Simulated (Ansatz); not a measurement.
# C2H7AlOSi: up Jacob's ladder to CCSD(T)

One table from this session's results is given with a row withheld; the runs are named, their logs left out.

Method: functionals in def2-TZVPP, the program's frozen cores in correlated methods; program: Ansatz 0.2.0, Gaussian basis.

Plan: PBE-D4, r2SCAN-D4, PBE0-D4, B3LYP-D4, ωB97X-V, ωB97M-V, B2PLYP; CCSD(T)/def2-TZVPP; MP2/def2-QZVPP; extrapolation to the limit.

## Structure used throughout

The geometry comes from an earlier relaxation with PBE0-D4 in a triple-zeta def2 set; it is a stationary point, not always the lowest conformer.

SMILES `[SiH3][Al]1[CH2]C[O]1`, 12 atoms, charge 0, spin multiplicity 1.

Atoms are counted from 1 here; the program's logs count them from 0.

Bond lengths: Si1–Al2 2.451 Å, Si1–H6 1.490 Å, Si1–H7 1.488 Å, Si1–H8 1.491 Å, Al2–C3 1.955 Å, Al2–O5 1.722 Å, C3–C4 1.545 Å, C3–H9 1.091 Å, C3–H10 1.091 Å, C4–O5 1.444 Å, C4–H11 1.095 Å, C4–H12 1.095 Å. Angles: Al2–Si1–H6 110.4°, Al2–Si1–H7 112.0°, Al2–Si1–H8 110.4°, H6–Si1–H7 108.3°, H6–Si1–H8 107.4°, H7–Si1–H8 108.3°, Si1–Al2–C3 148.5°, Si1–Al2–O5 130.7°, C3–Al2–O5 80.8°, Al2–C3–C4 80.8°, Al2–C3–H9 118.4°, Al2–C3–H10 118.5°, C4–C3–H9 114.1°, C4–C3–H10 114.1°, H9–C3–H10 108.7°, C3–C4–O5 106.1°, C3–C4–H11 112.2°, C3–C4–H12 112.2° and more.

Geometry (Å):

```mol
C2H7AlOSi
  3D, bonds by distance, orders not assigned

 12 12  0  0  0  0  0  0  0  0999 V2000
   -1.7089    1.8576   -0.9930 Si  0  0
   -0.1477    0.1467   -0.1906 Al  0  0
    0.7718   -0.6968    1.3138 C   0  0
    1.3439   -1.5543    0.1637 C   0  0
    0.7475   -1.0467   -1.0501 O   0  0
   -1.2328    3.2168   -0.6090 H   0  0
   -1.8652    1.8189   -2.4727 H   0  0
   -3.0522    1.6648   -0.3764 H   0  0
    0.1774   -1.2594    2.0348 H   0  0
    1.5225   -0.1192    1.8546 H   0  0
    1.0879   -2.6132    0.2709 H   0  0
    2.4327   -1.4704    0.0881 H   0  0
  1  2  8  0
  2  3  8  0
  3  4  8  0
  4  5  8  0
  1  6  8  0
  1  7  8  0
  1  8  8  0
  3  9  8  0
  3 10  8  0
  4 11  8  0
  4 12  8  0
  2  5  8  0
M  END
```

Set-up of the first run:

File in.yaml:

```yaml
crystal:
  periodic: [false, false, false]
  atoms:
    - {symbol: Si, position_ang: [-1.708932, 1.857599, -0.993022]}
    - {symbol: Al, position_ang: [-0.147745, 0.146685, -0.190593]}
    - {symbol: C, position_ang: [0.771818, -0.696758, 1.313827]}
    - {symbol: C, position_ang: [1.343932, -1.554313, 0.163681]}
    - {symbol: O, position_ang: [0.747496, -1.046702, -1.050052]}
    - {symbol: H, position_ang: [-1.232846, 3.216819, -0.609034]}
    - {symbol: H, position_ang: [-1.865154, 1.818893, -2.472665]}
    - {symbol: H, position_ang: [-3.052170, 1.664772, -0.376395]}
    - {symbol: H, position_ang: [0.177447, -1.259374, 2.034792]}
    - {symbol: H, position_ang: [1.522477, -0.119223, 1.854588]}
    - {symbol: H, position_ang: [1.087933, -2.613173, 0.270890]}
    - {symbol: H, position_ang: [2.432742, -1.470422, 0.088083]}
basis:
  gaussian: {orbitals: def2-TZVPP}
hamiltonian: {xc: pbe, dispersion: d4}
output: {forces: true, orbitals: {seedname: orbitals}}
```

Command:

```sh
> ansatz run in.yaml --threads 4 --pin off --events-out ev --progress --plain --max-ram 10444MiB
```

Among the steps run: PBE-D4 (GGA); r2SCAN-D4 (meta-GGA); PBE0-D4 (hybrid); B3LYP-D4 (hybrid); ωB97X-V (range-separated); ωB97M-V (range-separated); B2PLYP (double hybrid); CCSD(T) in def2-TZVPP; MP2 in def2-QZVPP.

One table of the session follows, with a row left open; its other results are not shown here.

| method | atomisation energy (kJ/mol) |
| --- | --- |
| PBE-D4 | 4311.4 |
| r2SCAN-D4 | 4274.3 |
| PBE0-D4 | 4251.1 |
| B3LYP-D4 | 4242.6 |
| ωB97X-V | 4278.4 |
| ωB97M-V | ? |
| B2PLYP | 4202.8 |
| HF/def2-TZVPP | 3124.8 |
| MP2/def2-TZVPP | 4203.1 |
| CCSD/def2-TZVPP | 4092.9 |
| CCSD(T)/def2-TZVPP | 4152.7 |
| MP2/CBS | 4310.3 |
| CCSD(T)/CBS | 4259.9 |

**Question.** Estimate the row for ωB97M-V.

As computed: atomisation energy (kJ/mol): 4263.0. In the column «atomisation energy (kJ/mol)» it lies between CCSD(T)/CBS (4259.9) and r2SCAN-D4 (4274.3).

Among the levels timed on like hardware and quicker than the yardstick, those that no quicker one beats, quickest first: PBE-D4 (3 s, +51.5 kJ/mol); PBE0-D4 (3.8 s, -8.8 kJ/mol); ωB97M-V (14 s, +3.1 kJ/mol).

B2PLYP carry no dispersion term (for B3LYP, D4 adds 36.9 kJ/mol).
